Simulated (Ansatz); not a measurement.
**AsH₂+ (triplet): wB97M-V, B2PLYP over a scan of the distance As1–H2, cc-pVDZ**

Aim: run AsH₂+ (triplet) with these functionals over a scan of the distance As1–H2, and hold them against the top wave-function level at the same points.

Method: cc-pVDZ, all electrons in the functionals, frozen cores in the correlation of double hybrids and RPA; program: Ansatz 0.2.0, Gaussian basis.

Plan: wB97M-V, B2PLYP, at 1.196 Å; 1.379 Å; 1.511 Å; 1.685 Å; 1.860 Å; 2.049 Å; 2.451 Å; 2.808 Å; 3.286 Å; 4.066 Å; 5.104 Å.

14 further runs of the same task are left out: 12 that didn't finish, 2 set aside as unsound or not needed.

### 1 The system

The geometry derives from a PBE0/def2-TZVP stationary point (not a proven minimum). One bond is set to the value named and the two fragments are kept rigid. No spin-orbit coupling is included. The filled d shell of As may be among the frozen orbitals whatever the setting's name suggests; the logs give the count.

3 atoms, charge 1, spin multiplicity 3.

Atoms are counted from 1 here; the program's logs count them from 0.

Bond lengths: As1–H2 1.511 Å, As1–H3 1.511 Å. Angles: H2–As1–H3 122.3°.

No dispersion term is added; wB97M-V holds VV10 nonlocal correlation.

The geometry shown and the zero of energy belong to the point 1.511 Å. The yardstick, FCI, and other wave-function levels (R restricted, U unrestricted, valence and pair active spaces) come from earlier runs.

### 2 wB97M-V, 1.196 Å

The input, in.yaml:

```yaml
crystal:
  periodic: [false, false, false]
  atoms:
    - {symbol: As, position_ang: [0.000000, -0.017106, -0.003620]}
    - {symbol: H, position_ang: [0.000000, 0.559688, -1.051344]}
    - {symbol: H, position_ang: [0.000000, 0.711789, 1.320391]}
basis:
  gaussian: {orbitals: cc-pVDZ}
total_charge: 1
magnetization: {spin_polarized: true, initial_magnetization: 2}
hamiltonian: {xc: {name: wB97M-V}}
output: {orbitals: {seedname: orbitals}}
```

On the command line:

```console
$ ansatz run in.yaml --threads 1 --pin off --events-out ev --progress --plain --max-ram 2393MiB
```

After this run come: wB97M-V, 1.379 Å; wB97M-V, 1.511 Å; wB97M-V, 1.685 Å; wB97M-V, 1.860 Å; wB97M-V, 2.049 Å; wB97M-V, 2.451 Å; wB97M-V, 2.808 Å; wB97M-V, 3.286 Å; wB97M-V, 4.066 Å; wB97M-V, 5.104 Å; B2PLYP, 1.196 Å; B2PLYP, 1.379 Å; B2PLYP, 1.511 Å; B2PLYP, 1.685 Å; B2PLYP, 1.860 Å; B2PLYP, 2.049 Å; B2PLYP, 2.451 Å; B2PLYP, 2.808 Å; B2PLYP, 3.286 Å; B2PLYP, 4.066 Å; B2PLYP, 5.104 Å.

**Question.** What will the summary of the whole plan be? Wanted: span of the FCI curve; largest miss, wB97M-V; largest miss, B2PLYP.

As calculated:

| quantity | value |
| --- | --- |
| span of the FCI curve | 54.1 kcal/mol |
| largest miss, wB97M-V | -2.4 kcal/mol (2.451 Å) |
| largest miss, B2PLYP | -2.8 kcal/mol (2.808 Å) |

In words: Of the functionals, wB97M-V keep the smallest largest miss at the points compared (at most 2.4 kcal/mol) and B2PLYP strays most (2.8 kcal/mol, at 2.808 Å). Functionals and the yardstick converge differently with the basis, so part of each miss in cc-pVDZ is the basis.
